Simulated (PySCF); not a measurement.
# SmH3O3: ligand-field states

What do calculations give for the ligand-field states of SmH3O3?

Programs: PySCF 2.14.0, with routines of our own; each step states its level. All values are computed. Atoms count from 0.

## (1) The starting structure

7 atoms, charge 0, states of the metal's open shell are computed; geometry from: model geometry, bond lengths from ionic radii.

## (2) Ligand-field states: state-averaged CASSCF

Job settings and geometry (Å):

```
{"job": {"kind": "lf", "basis": {"metal": "x2c-TZVPall", "ligand": "x2c-SVPall"}, "nevpt": false, "roots": {"6": 21, "4": 128, "2": 130}}, "charge": 0, "metal": "Sm", "open_shell": "f5"}
Sm     0.000000     0.000000     0.000000
O      2.148000     0.000000     0.000000
H      2.688000     0.800000     0.000000
O     -1.074000     1.860223     0.000000
H     -2.036820     1.927876     0.000000
O     -1.074000    -1.860223     0.000000
H     -0.651180    -2.727876     0.000000
```

Method: state-averaged CASSCF of the metal f shell, state-interaction spin-orbit coupling.

Launch:

```
> OMP_NUM_THREADS=1 python lf_run.py task.json out
```

This one command runs all jobs of the session in turn.

Standard output:

```text
basis functions 161, electrons 89, active (5e, 7o)
stage 1: DIIS on the effective Fock matrix, level shift 0.30
cycle   1  E = -10647.0843535757  dE = -1.065e+04  max|g| = 1.400e+00
cycle   2  E = -10648.5617648388  dE = -1.477e+00  max|g| = 1.455e+00
cycle   3  E = -10649.2367974365  dE = -6.750e-01  max|g| = 9.969e-01
cycle   4  E = -10649.4725321489  dE = -2.357e-01  max|g| = 1.941e-01
cycle   5  E = -10649.5252372108  dE = -5.271e-02  max|g| = 1.212e-01
cycle   6  E = -10649.5382924041  dE = -1.306e-02  max|g| = 1.230e-01
cycle   7  E = -10649.5423295527  dE = -4.037e-03  max|g| = 1.200e-01
cycle   8  E = -10649.5334805433  dE =  8.849e-03  max|g| = 1.591e-01
cycle   9  E = -10649.4993343406  dE =  3.415e-02  max|g| = 2.672e-01
cycle  10  E = -10649.3413393640  dE =  1.580e-01  max|g| = 6.175e-01
cycle  11  E = -10648.6116265171  dE =  7.297e-01  max|g| = 1.503e+00
cycle  12  E = -10646.2064253498  dE =  2.405e+00  max|g| = 2.789e+00
cycle  13  E = -10640.7441781526  dE =  5.462e+00  max|g| = 4.458e+00
cycle  14  E = -10633.7973808500  dE =  6.947e+00  max|g| = 6.034e+00
cycle  15  E = -10627.8487752846  dE =  5.949e+00  max|g| = 4.857e+00
stage 2: quasi-Newton rotations from the point of smallest gradient
cycle  17  E = -10649.5543749067  dE = -1.205e-02  max|g| = 2.664e-02
cycle  18  E = -10649.5553896765  dE = -1.015e-03  max|g| = 1.670e-02
cycle  19  E = -10649.5555791332  dE = -1.895e-04  max|g| = 3.521e-03
cycle  20  E = -10649.5555977160  dE = -1.858e-05  max|g| = 1.128e-03
cycle  21  E = -10649.5555999421  dE = -2.226e-06  max|g| = 2.744e-04
cycle  22  E = -10649.5556000587  dE = -1.166e-07  max|g| = 3.809e-05
cycle  23  E = -10649.5556000675  dE = -8.782e-09  max|g| = 1.519e-05
cycle  24  E = -10649.5556000683  dE = -8.022e-10  max|g| = 1.269e-05
cycle  25  E = -10649.5556000684  dE = -1.401e-10  max|g| = 2.028e-06
converged average energy = -10649.5556000684

 mult deg   label        CASSCF/cm-1   NEVPT2/cm-1
   6   2   6E'                 0.0
   6   2   6E''              280.3
   6   1   6A'               662.5
   6   1   6A'              1118.0
   6   2   6E''             1330.1
   6   2   6E'              1539.0
   6   1   6A''             1601.5
   6   1   6A''             7007.4
   6   2   6E'              7211.8
   6   2   6E''             7486.2
   6   1   6A'              7924.3
   6   1   6A'              8075.4
   4   1   4A''            22158.8
   4   1   4A''            22165.9
   4   2   4E'             22218.7
   4   1   4A'             22305.6
   4   2   4E''            22357.1
   4   1   4A'             22409.1
   4   2   4E''            22484.6
   4   2   4E'             22517.0
   4   1   4A''            22557.3
   4   2   4E''            22589.0
   4   1   4A'             22590.3
   4   1   4A'             22653.1
   4   3   4M              22727.5
   4   2   4E'             22749.6
   4   1   4A''            22753.6
   4   1   4A'             22818.2
   4   2   4E'             22859.7
   4   2   4E''            22877.7
   4   1   4A''            22964.8
   4   2   4E'             22983.7
   4   1   4A''            23043.6
   4   1   4A''            23138.1
   4   2   4E'             23211.9
   4   2   4E''            23332.1
   4   2   4E''            23454.1
   4   1   4A'             23820.6
   4   1   4A'             23838.6
   4   1   4A'             24067.2
   4   2   4E'             24195.5
   4   2   4E'             24205.6
   4   2   4E''            24244.9
   4   2   4E'             26325.1
   4   1   4A''            26386.7
   4   1   4A''            26425.6
   4   2   4E'             26525.3
   4   2   4E''            26637.7
   4   1   4A'             26687.8
   4   1   4A'             26978.7
   4   2   4E''            27008.8
   4   2   4E'             27048.7
   4   1   4A''            27062.2
   4   1   4A''            28047.4
   4   2   4E'             28069.5
   4   2   4E''            28135.3
   4   1   4A'             28225.7
   4   1   4A'             28248.7
   4   2   4E''            28272.6
   4   2   4E''            28342.6

spin-orbit levels / cm-1
      0.00  x2  6E' 0.70 6E'' 0.20
    599.36  x2  6E'' 0.54 6A' 0.16 6A' 0.12
   1093.09  x2  6E' 0.58 6E'' 0.29 6A' 0.07
   1186.05  x2  6E' 0.28 6E'' 0.28 6A'' 0.14
   1652.59  x2  6E' 0.24 6E'' 0.22 6E'' 0.16
   1972.37  x2  6E'' 0.30 6E' 0.28 6E'' 0.17
   2123.28  x2  6E'' 0.26 6E' 0.26 6A' 0.17
   2378.13  x2  6E' 0.52 6E'' 0.27 6E'' 0.05
   2806.67  x2  6E' 0.28 6E'' 0.19 6A' 0.19
   3101.94  x2  6E'' 0.33 6E' 0.28 6E'' 0.20
   3272.66  x2  6E' 0.27 6A'' 0.23 6A' 0.14
   3341.33  x2  6E'' 0.34 6E' 0.24 6A' 0.14
   3681.61  x2  6E' 0.59 6E'' 0.29
   4070.66  x2  6E' 0.32 6A' 0.18 6A' 0.17
   4341.70  x2  6E'' 0.34 6E'' 0.27 6E' 0.24
   4606.93  x2  6A'' 0.32 6E'' 0.17 6E'' 0.13
   4725.43  x2  6E' 0.59 6A' 0.16 6A' 0.13
   4775.11  x2  6E'' 0.50 6A'' 0.18 6E' 0.13
   5072.95  x2  6E' 0.73 6E'' 0.21 6E'' 0.03
   5399.65  x2  6E' 0.32 6E'' 0.32 6A' 0.20
   5697.05  x2  6E'' 0.42 6E'' 0.39 6E' 0.07
   5934.21  x2  6E' 0.38 6A' 0.29 6E'' 0.17
   6209.64  x2  6A'' 0.31 6A' 0.25 6E' 0.18
   6282.57  x2  6E'' 0.32 6A'' 0.25 6E' 0.19
   6323.06  x2  6E' 0.49 6E'' 0.29 6E'' 0.08
   6542.19  x2  6E' 0.87 6E' 0.06
   6773.81  x2  6E'' 0.62 6E' 0.22 6E'' 0.09
   7127.77  x2  6A' 0.34 6E'' 0.30 6A' 0.24
   7434.48  x2  6E'' 0.39 6A' 0.25 6A' 0.19
   7658.34  x2  6E'' 0.44 6E' 0.27 6A' 0.12
```

It took 21 s on 1 thread of Arm Neoverse V2, shared host; peak memory 0.49 GiB.

In short:

| quantity | value |
| --- | --- |
| spin-orbit constant ζ | 1208 cm⁻¹ |

Powder susceptibility:

| T (K) | χT (cm³ K/mol) | μ(eff) |
| --- | --- | --- |
| 2 | 0.017 | 0.37 |
| 5 | 0.020 | 0.40 |
| 10 | 0.025 | 0.44 |
| 20 | 0.034 | 0.52 |
| 30 | 0.043 | 0.59 |
| 50 | 0.062 | 0.70 |
| 75 | 0.085 | 0.82 |
| 100 | 0.108 | 0.93 |
| 150 | 0.155 | 1.11 |
| 200 | 0.202 | 1.27 |
| 250 | 0.250 | 1.41 |
| 300 | 0.300 | 1.55 |

Orbitals, density, ELF and potential are computed afterwards from the orbital file.

The spin density lies nearest to Sm0 99 %.

## (3) Ligand-field states: state-averaged CASSCF (aux autoaux)

Job settings and geometry (Å):

```
{"job": {"kind": "lf", "basis": {"metal": "x2c-TZVPall", "ligand": "x2c-SVPall"}, "nevpt": false, "roots": {"6": 21, "4": 128, "2": 130}, "aux": "autoaux"}, "charge": 0, "metal": "Sm", "open_shell": "f5"}
Sm     0.000000     0.000000     0.000000
O      2.148000     0.000000     0.000000
H      2.688000     0.800000     0.000000
O     -1.074000     1.860223     0.000000
H     -2.036820     1.927876     0.000000
O     -1.074000    -1.860223     0.000000
H     -0.651180    -2.727876     0.000000
```

Method: state-averaged CASSCF of the metal f shell, state-interaction spin-orbit coupling.

Standard output:

```text
basis functions 161, electrons 89, active (5e, 7o)
stage 1: DIIS on the effective Fock matrix, level shift 0.30
cycle   1  E = -10647.0835097964  dE = -1.065e+04  max|g| = 1.400e+00
cycle   2  E = -10648.5616108228  dE = -1.478e+00  max|g| = 1.455e+00
cycle   3  E = -10649.2367815623  dE = -6.752e-01  max|g| = 9.970e-01
cycle   4  E = -10649.4725611340  dE = -2.358e-01  max|g| = 1.941e-01
cycle   5  E = -10649.5252754044  dE = -5.271e-02  max|g| = 1.213e-01
cycle   6  E = -10649.5383415447  dE = -1.307e-02  max|g| = 1.230e-01
cycle   7  E = -10649.5423866100  dE = -4.045e-03  max|g| = 1.199e-01
cycle   8  E = -10649.5335496290  dE =  8.837e-03  max|g| = 1.590e-01
cycle   9  E = -10649.4994424732  dE =  3.411e-02  max|g| = 2.671e-01
cycle  10  E = -10649.3416076841  dE =  1.578e-01  max|g| = 6.172e-01
cycle  11  E = -10648.6129377487  dE =  7.287e-01  max|g| = 1.502e+00
cycle  12  E = -10646.2105220311  dE =  2.402e+00  max|g| = 2.787e+00
cycle  13  E = -10640.7516831294  dE =  5.459e+00  max|g| = 4.455e+00
cycle  14  E = -10633.8050997878  dE =  6.947e+00  max|g| = 6.033e+00
cycle  15  E = -10627.8549656767  dE =  5.950e+00  max|g| = 4.856e+00
stage 2: quasi-Newton rotations from the point of smallest gradient
cycle  17  E = -10649.5544229004  dE = -1.204e-02  max|g| = 2.662e-02
cycle  18  E = -10649.5554373538  dE = -1.014e-03  max|g| = 1.671e-02
cycle  19  E = -10649.5556269547  dE = -1.896e-04  max|g| = 3.519e-03
cycle  20  E = -10649.5556455160  dE = -1.856e-05  max|g| = 1.128e-03
cycle  21  E = -10649.5556477416  dE = -2.226e-06  max|g| = 2.746e-04
cycle  22  E = -10649.5556478579  dE = -1.163e-07  max|g| = 3.807e-05
cycle  23  E = -10649.5556478667  dE = -8.784e-09  max|g| = 1.546e-05
cycle  24  E = -10649.5556478675  dE = -7.985e-10  max|g| = 1.283e-05
cycle  25  E = -10649.5556478676  dE = -1.401e-10  max|g| = 2.008e-06
converged average energy = -10649.5556478676

 mult deg   label        CASSCF/cm-1   NEVPT2/cm-1
   6   2   6E'                 0.0
   6   2   6E''              280.3
   6   1   6A'               662.6
   6   1   6A'              1118.0
   6   2   6E''             1330.1
   6   2   6E'              1539.0
   6   1   6A''             1601.5
   6   1   6A''             7007.5
   6   2   6E'              7211.9
   6   2   6E''             7486.3
   6   1   6A'              7924.4
   6   1   6A'              8075.5
   4   1   4A''            22158.9
   4   1   4A''            22166.1
   4   2   4E'             22218.8
   4   1   4A'             22305.8
   4   2   4E''            22357.3
   4   1   4A'             22409.2
   4   2   4E''            22484.8
   4   2   4E'             22517.2
   4   1   4A''            22557.4
   4   2   4E''            22589.1
   4   1   4A'             22590.5
   4   1   4A'             22653.3
   4   3   4M              22727.6
   4   2   4E'             22749.8
   4   1   4A''            22753.8
   4   1   4A'             22818.3
   4   2   4E'             22859.8
   4   2   4E''            22877.8
   4   1   4A''            22964.9
   4   2   4E'             22983.8
   4   1   4A''            23043.8
   4   1   4A''            23138.2
   4   2   4E'             23212.1
   4   2   4E''            23332.2
   4   2   4E''            23454.3
   4   1   4A'             23820.9
   4   1   4A'             23838.8
   4   1   4A'             24067.4
   4   2   4E'             24195.7
   4   2   4E'             24205.8
   4   2   4E''            24245.1
   4   2   4E'             26325.2
   4   1   4A''            26386.9
   4   1   4A''            26425.8
   4   2   4E'             26525.4
   4   2   4E''            26637.9
   4   1   4A'             26688.0
   4   1   4A'             26978.8
   4   2   4E''            27008.9
   4   2   4E'             27048.9
   4   1   4A''            27062.4
   4   1   4A''            28047.6
   4   2   4E'             28069.7
   4   2   4E''            28135.5
   4   1   4A'             28225.9
   4   1   4A'             28248.9
   4   2   4E''            28272.8
   4   2   4E''            28342.9

spin-orbit levels / cm-1
      0.00  x2  6E' 0.70 6E'' 0.20
    599.39  x2  6E'' 0.54 6A' 0.16 6A' 0.12
   1093.11  x2  6E' 0.58 6E'' 0.29 6A' 0.07
   1186.10  x2  6E' 0.28 6E'' 0.28 6A'' 0.14
   1652.61  x2  6E' 0.24 6E'' 0.22 6E'' 0.16
   1972.42  x2  6E'' 0.30 6E' 0.28 6E'' 0.17
   2123.32  x2  6E'' 0.26 6E' 0.26 6A' 0.17
   2378.14  x2  6E' 0.52 6E'' 0.27 6E'' 0.05
   2806.69  x2  6E' 0.28 6E'' 0.19 6A' 0.19
   3101.98  x2  6E'' 0.33 6E' 0.28 6E'' 0.20
   3272.71  x2  6E' 0.27 6A'' 0.23 6A' 0.14
   3341.38  x2  6E'' 0.34 6E' 0.24 6A' 0.14
   3681.63  x2  6E' 0.59 6E'' 0.29
   4070.69  x2  6E' 0.32 6A' 0.18 6A' 0.17
   4341.75  x2  6E'' 0.34 6E'' 0.27 6E' 0.24
   4606.98  x2  6A'' 0.32 6E'' 0.17 6E'' 0.13
   4725.48  x2  6E' 0.59 6A' 0.16 6A' 0.13
   4775.17  x2  6E'' 0.50 6A'' 0.18 6E' 0.13
   5072.97  x2  6E' 0.73 6E'' 0.21 6E'' 0.03
   5399.68  x2  6E' 0.32 6E'' 0.32 6A' 0.20
   5697.10  x2  6E'' 0.42 6E'' 0.39 6E' 0.07
   5934.28  x2  6E' 0.38 6A' 0.29 6E'' 0.17
   6209.69  x2  6A'' 0.31 6A' 0.25 6E' 0.18
   6282.63  x2  6E'' 0.32 6A'' 0.25 6E' 0.19
   6323.13  x2  6E' 0.49 6E'' 0.29 6E'' 0.08
   6542.21  x2  6E' 0.87 6E' 0.06
   6773.85  x2  6E'' 0.62 6E' 0.22 6E'' 0.09
   7127.81  x2  6A' 0.34 6E'' 0.30 6A' 0.24
   7434.52  x2  6E'' 0.39 6A' 0.25 6A' 0.19
   7658.40  x2  6E'' 0.44 6E' 0.27 6A' 0.12
```

Run time: 21 s. Hardware: 1 thread of Arm Neoverse V2, shared host; peak memory 0.5 GiB.

From this job:

| quantity | value |
| --- | --- |
| spin-orbit constant ζ | 1208 cm⁻¹ |

Powder susceptibility:

| T (K) | χT (cm³ K/mol) | μ(eff) |
| --- | --- | --- |
| 2 | 0.017 | 0.37 |
| 20 | 0.034 | 0.52 |
| 100 | 0.108 | 0.93 |
| 300 | 0.300 | 1.55 |

## (4) The runs side by side

From the CASSCF states (cm⁻¹; the spread is that of the fitted one-electron ligand-field levels):

| step | setting | ground state | next state | orbital spread | ζ | μ(eff), 300 K |
| --- | --- | --- | --- | --- | --- | --- |
| 2 | as given | 6E' | 6E'' at 280 | 2104 | 1208 | 1.55 |
| 3 | aux autoaux | 6E' | 6E'' at 280 | 2104 | 1208 | 1.55 |

## (5) Summary of results

```
                                                         quantity       value
            spin-orbit constant ζ (step 2, state-averaged CASSCF)   1208 cm⁻¹
ground multiplicity, μ(eff) at 300 K (step 2, 3 donors at 2.15 Å)  6, 1.55 μB
ground multiplicity, μ(eff) at 300 K (step 3, 3 donors at 2.15 Å)  6, 1.55 μB
```

In words: In step 2, χT goes from 0.02 at 2 K to 0.30 cm³ K/mol at 300 K, as higher levels fill or mix in.
